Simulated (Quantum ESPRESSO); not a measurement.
Runs of Quantum ESPRESSO 7.5 on MoSe. It takes space group Pm-3m (No. 221, cubic). Conventional cell: a = 3.500 Å, b = 3.500 Å, c = 3.500 Å, α = 90.00°, β = 90.00°, γ = 90.00°. Mo (site symmetry m-3m) is surrounded by 8 Se at 3.03 Å. Se (site symmetry m-3m) has 8 Mo at 3.03 Å as nearest neighbours. The cell was built by a generator and needn't be a form met in nature.

```csv
task,level,potentials or basis,U,cell,k mesh,cutoff (eV),mixing beta,form of the LDA correlation,hubbard projectors,mesh quality,gap on the mesh (eV),pressure (GPa)
phonons,PBE,GBRV 1.5 PBE,-,relaxed,"4 × 4 × 4, shifted",612,0.5,-,-,coarse,none,-0.2
phonons,vdW-DF-cx,PseudoDojo 0.4.1 SR PBE standard,-,relaxed,"4 × 4 × 4, shifted",1170,0.5,-,-,coarse,none,0.0
phonons,LDA,GBRV 1.5 LDA,-,relaxed,"4 × 4 × 4, shifted",612,0.5,PZ81,-,coarse,none,-0.2
single point,PBE,SG15 PBE 1.2,-,as given,5 × 5 × 5,952,0.5,-,-,coarse,none,(a)
phonons,PW91,PseudoDojo 0.4.1 SR PBE standard,-,relaxed,"4 × 4 × 4, shifted",1170,0.5,-,-,coarse,none,0.0
phonons,BLYP,PseudoDojo 0.4.1 SR PBE standard,-,relaxed,"4 × 4 × 4, shifted",1170,0.5,-,-,coarse,none,0.0
single point,LDA+U,SSSP 1.3 efficiency PBE,Mo d U = 5 eV,as given,8 × 8 × 8,816,0.3,PZ81,ortho-atomic,not flagged,(b),-15.2
single point,LDA+U,SSSP 1.3 efficiency PBE,Mo d U = 8 eV,as given,8 × 8 × 8,816,0.3,PZ81,ortho-atomic,not flagged,none,-29.7
phonons,PBEsol,GBRV 1.5 PBEsol,-,relaxed,"4 × 4 × 4, shifted",612,0.5,-,-,coarse,none,-0.2
single point,LDA+U,SSSP 1.3 efficiency PBE,Mo d U = 4 eV,as given,8 × 8 × 8,816,0.3,PZ81,ortho-atomic,not flagged,0.89,-17.7
phonons,PBEsol,PseudoDojo 0.4.1 SR PBEsol standard,-,relaxed,"4 × 4 × 4, shifted",1170,0.5,-,-,coarse,none,0.0
single point,LDA+U,SSSP 1.3 efficiency PBE,Mo d U = 6 eV,as given,8 × 8 × 8,816,0.3,PZ81,ortho-atomic,not flagged,none,-26.0
```

Alike in all rows: no spin polarisation; smearing fermi-dirac 0.05 eV.

**Question.** Fill in the values left out.

**Answer.** (a) -25.5; (b) 0.86.

Caveats: some runs use coarse meshes; the mesh is thin for the phonons of a metal (some runs); the potentials were made for another functional, which shifts forces and pressure (some runs); before the sum rule the acoustic modes lie tens of cm⁻¹ from zero, a sign that the density grid also shifts the optical modes (some runs); U without spin polarisation on a metal has little footing (some runs); so large a pressure means that the cell lies far from this level's equilibrium, or that cutoff or potentials fall short (some runs); a pressure of tens of GPa on the cell as given is suspect, and the run, the potentials or the cell itself is likely at fault (some runs).

A k mesh can miss the band edges, and the runs leave out spin-orbit coupling on Mo, Se.

A gap of «none» marks a metal or a gap under the smearing width.

Not every run made on this cell is shown here.
